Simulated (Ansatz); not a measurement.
Mo₃Pt, space group Pm-3m, a convergence test of the k-point mesh

Program: the Ansatz DFT code, driven from Python.

At the Python prompt:
```pycon
>>> import warnings
>>> import ansatz as az
>>> import pandas as pd
>>> warnings.simplefilter("ignore", az.DeckWarning)
>>> structure = (
...     az.Lattice.cubic(3.973984)
...     .space_group(221)
...     .atom("Mo", (0.0, 0.5, 0.5))
...     .atom("Pt", (0.0, 0.0, 0.0))
... )
>>> setup = (
...     structure.calculation()
...     .functional("pbesol")
...     .pseudopotentials("paw")
...     .occupations(az.OccupationsMethod.FERMI_DIRAC)
... )
>>> rows = []
>>> for value in [(2, 2, 2), (3, 3, 3), (4, 4, 4), (5, 5, 5), (6, 6, 6), (7, 7, 7)]:
...     summary = setup.kpoints(*value).run().report
...     rows.append((value, summary["free_energy_ev"] / len(summary["lattice"]["sites"]), summary["n_iterations"], summary["n_kpoints"]))
...
>>> table = pd.DataFrame(rows, columns=["mesh", "F/atom (eV)", "iterations", "k-points"])
>>> table.round(5)
        mesh  F/atom (eV)  iterations  k-points
0  (2, 2, 2)  -6768.84441           6         4
1  (3, 3, 3)  -6769.24391           6         4
2  (4, 4, 4)  -6769.17386           6        10
3  (5, 5, 5)  -6769.15966           6        10
4  (6, 6, 6)  -6769.16066           6        20
5  (7, 7, 7)  -6769.15604           6        20
>>> for row in rows[:-1]:
...     shift = 1000 * (row[1] - rows[-1][1])
...     print(f"{row[0]}: {shift:+.2f} meV/atom" + ("  (within 1 meV)" if abs(shift) < 1 else ""))
...
(2, 2, 2): +311.63 meV/atom
(3, 3, 3): -87.87 meV/atom
(4, 4, 4): -17.82 meV/atom
(5, 5, 5): -3.62 meV/atom
(6, 6, 6): -4.62 meV/atom
```

Caveats:
- The run is spin-unpolarised.
- Spin-orbit coupling, which matters for elements this heavy, is left out.
- The structure comes from a database of computed cells and needn't be a stable or known phase.
- Shifts are counted from the finest mesh, which is itself no proven limit.
- Run time: 8 s on 1 thread of Arm Neoverse V1 (shared host), peak memory 0.45 GiB.
